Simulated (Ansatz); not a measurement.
**BH3OTe: small, medium and large basis sets**

Aim: see how fast density functionals converge with the basis set for BH3OTe.

Program: Ansatz 0.2.0, Gaussian basis. Level of theory: one geometry, several basis sets. These are calculated values, not measurements.

The runs, in order: PBE0-D4/def2-SVP; ωB97M-V/def2-SVP; PBE0-D4/def2-QZVPP; ωB97M-V/def2-QZVPP; the functionals' def2-TZVPP values are taken from earlier runs.

## Step 1: The geometry

An earlier PBE0-D4 in a triple-zeta def2 set relaxation fixed the geometry. Te takes the def2 core potential; no spin-orbit term is included.

SMILES `OB[TeH]`, 6 atoms, charge 0, spin multiplicity 1.

Atoms are counted from 1 here; the program's logs count them from 0.

Bond lengths: O1–B2 1.347 Å, O1–H4 0.960 Å, B2–Te3 2.170 Å, B2–H5 1.193 Å, Te3–H6 1.653 Å. Angles: B2–O1–H4 116.4°, O1–B2–Te3 123.3°, O1–B2–H5 118.1°, Te3–B2–H5 118.6°, B2–Te3–H6 92.1°.

## Step 2: PBE0-D4 in def2-SVP

File in.yaml:

```yaml
crystal:
  periodic: [false, false, false]
  atoms:
    - {symbol: O, position_ang: [-0.993929, -0.411894, -1.206112]}
    - {symbol: B, position_ang: [0.082717, -0.252302, -0.411880]}
    - {symbol: Te, position_ang: [0.019898, 0.805167, 1.481525]}
    - {symbol: H, position_ang: [-1.816030, -0.027736, -0.892178]}
    - {symbol: H, position_ang: [1.120586, -0.717174, -0.771191]}
    - {symbol: H, position_ang: [1.628857, 0.539941, 1.753537]}
basis:
  gaussian: {orbitals: def2-SVP}
hamiltonian: {xc: pbe0, dispersion: d4}
output: {orbitals: {seedname: orbitals}}
```

Command:

```bash
> ansatz run in.yaml --threads 2 --pin off --events-out ev --progress --plain --max-ram 4352MiB
```

The runs that follow: ωB97M-V in def2-SVP; PBE0-D4 in def2-QZVPP; ωB97M-V in def2-QZVPP.

Before running them: what should the planned runs give, taken together? Wanted: PBE0-D4: double and triple zeta above quadruple; ωB97M-V: double and triple zeta above quadruple.

The runs gave:

| quantity | value |
| --- | --- |
| PBE0-D4: double and triple zeta above quadruple | 3.77, 0.21 eV |
| ωB97M-V: double and triple zeta above quadruple | 3.90, 0.21 eV |

What this shows: PBE0-D4 gains 3.56 eV from double to triple zeta, then 0.21 eV more. Total energies overstate the basis error of differences, where much of it tends to cancel. The LUMO of ωB97M-V is positive and keeps falling with the basis (1.44 to 0.77 eV): an unbound level that the basis holds in place.
